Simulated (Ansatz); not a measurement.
**FH3SeSi2: one species, many methods**

How much do the methods differ for FH3SeSi2? The plan is to run it at one geometry with functionals of several rungs and with coupled cluster. The yardstick is the atomisation energy at the CCSD(T) limit.

Program: Ansatz 0.2.0, Gaussian basis. Level of theory: functionals in def2-TZVPP, the program's frozen cores in correlated methods. These are calculated values, not measurements.

The runs, in order: LDA (SPW92), PBE-D4, revPBE-D4, BLYP-D4, r2SCAN-D4, B97M-V, PBE0-D4, B3LYP-D4, r2SCANh-D4, r2SCAN0-D4, HSE06-D4, BHLYP-D4, CAM-B3LYP-D4, LC-ωPBE, ωB97X-V, ωB97M-V, B2PLYP, PBE-QIDH; CCSD(T)/def2-SVP; CCSD(T)/def2-TZVPP; MP2/def2-QZVPP; extrapolation to the limit; RPA on PBE.

**1. Structure used throughout**

The geometry comes from an earlier relaxation with PBE0-D4 in a triple-zeta def2 set; it is a stationary point, not always the lowest conformer.

SMILES `F[SiH]1[SiH2][Se]1`, 7 atoms, charge 0, spin multiplicity 1.

Atoms are counted from 1 here; the program's logs count them from 0.

Bond lengths: F1–Si2 1.596 Å, Si2–Si3 2.249 Å, Si2–Se4 2.260 Å, Si2–H5 1.476 Å, Si3–Se4 2.316 Å, Si3–H6 1.482 Å, Si3–H7 1.481 Å. Angles: F1–Si2–Si3 121.1°, F1–Si2–Se4 116.8°, F1–Si2–H5 106.8°, Si3–Si2–Se4 61.8°, Si3–Si2–H5 126.6°, Se4–Si2–H5 116.6°, Si2–Si3–Se4 59.3°, Si2–Si3–H6 123.6°, Si2–Si3–H7 121.1°, Se4–Si3–H6 114.8°, Se4–Si3–H7 114.4°, H6–Si3–H7 111.8°, Si2–Se4–Si3 58.9°.

**2. LDA**

This LDA is Slater exchange with PW92 correlation.

File in.yaml:

```yaml
crystal:
  periodic: [false, false, false]
  atoms:
    - {symbol: F, position_ang: [-1.776078, -1.530721, 0.314858]}
    - {symbol: Si, position_ang: [-1.087364, -0.143065, -0.069045]}
    - {symbol: Si, position_ang: [1.104261, 0.206974, 0.294383]}
    - {symbol: Se, position_ang: [0.304660, -0.154008, -1.849000]}
    - {symbol: H, position_ang: [-2.154075, 0.877573, -0.069664]}
    - {symbol: H, position_ang: [1.693232, 1.548081, 0.521726]}
    - {symbol: H, position_ang: [1.976663, -0.872933, 0.811043]}
basis:
  gaussian: {orbitals: def2-TZVPP}
hamiltonian: {xc: lda}
output: {orbitals: {seedname: orbitals}}
```

Command:

```sh
$ ansatz run in.yaml --threads 2 --pin off --events-out ev --progress --plain --max-ram 4352MiB
```

After this run come: PBE-D4 (GGA); revPBE-D4 (GGA); BLYP-D4 (GGA); r2SCAN-D4 (meta-GGA); B97M-V (meta-GGA); PBE0-D4 (hybrid); B3LYP-D4 (hybrid); r2SCANh-D4 (hybrid); r2SCAN0-D4 (hybrid); HSE06-D4 (hybrid); BHLYP-D4 (hybrid); CAM-B3LYP-D4 (range-separated); LC-ωPBE (range-separated); ωB97X-V (range-separated); ωB97M-V (range-separated); B2PLYP (double hybrid); PBE-QIDH (double hybrid); CCSD(T) in def2-SVP; CCSD(T) in def2-TZVPP; MP2 in def2-QZVPP; RPA on PBE orbitals.

Before running them: what should the planned runs give, taken together? Wanted: atomisation energy, CCSD(T)/CBS; farthest beyond LDA; mean size of error, GGA; mean size of error, meta-GGA; mean size of error, hybrid; mean size of error, range-separated; mean size of error, double hybrid; gap, smallest and largest; T1 diagnostic.

The runs gave:

```
                               quantity                                           value
        atomisation energy, CCSD(T)/CBS                                   2249.1 kJ/mol
 functionals within 22.5 kJ/mol (1.0 %)  PBE-D4, r2SCAN-D4, B97M-V, r2SCANh-D4, ωB97X-V
                    farthest beyond LDA                         BHLYP-D4 (-89.3 kJ/mol)
                mean size of error, GGA                                     34.1 kJ/mol
           mean size of error, meta-GGA                                      4.1 kJ/mol
             mean size of error, hybrid                                     41.2 kJ/mol
    mean size of error, range-separated                                     28.7 kJ/mol
      mean size of error, double hybrid                                     48.0 kJ/mol
              gap, smallest and largest       4.63 eV (LDA (SPW92)), 11.24 eV (LC-ωPBE)
                          T1 diagnostic                                          0.0124
triples share of the correlation energy                                           3.7 %
```

What this shows: The LDA atomisation energy is off by 295.8 kJ/mol (13 %): it overbinds. PBE-D4 misses by 0.0 kJ/mol. Double hybrids carry the basis error of their MP2 part in triple zeta, and no dispersion term here, so their miss is partly the set-up's. By mean error the best rung here is meta-GGA (4.1 kJ/mol) and the worst beyond LDA is double hybrid (48.0 kJ/mol). Misses under about 22.5 kJ/mol are within the doubt on the reference itself, which lacks core-valence correlation, relativity and higher excitations, and its outer-core shells are covered unevenly. All levels share the lack of spin-orbit coupling, which lowers the free heavy atoms and so the true binding. Hartree-Fock recovers 71 % of the binding; the rest is correlation. CCSD(T) in def2-SVP is off by -232.3 kJ/mol, more than most functionals: a good method in a small basis is no reference. The gap grows from 4.6 to 11.2 eV across the functionals, mostly with the share of exact exchange. Correlated methods include outer-core shells of Se, which these sets cover unevenly.
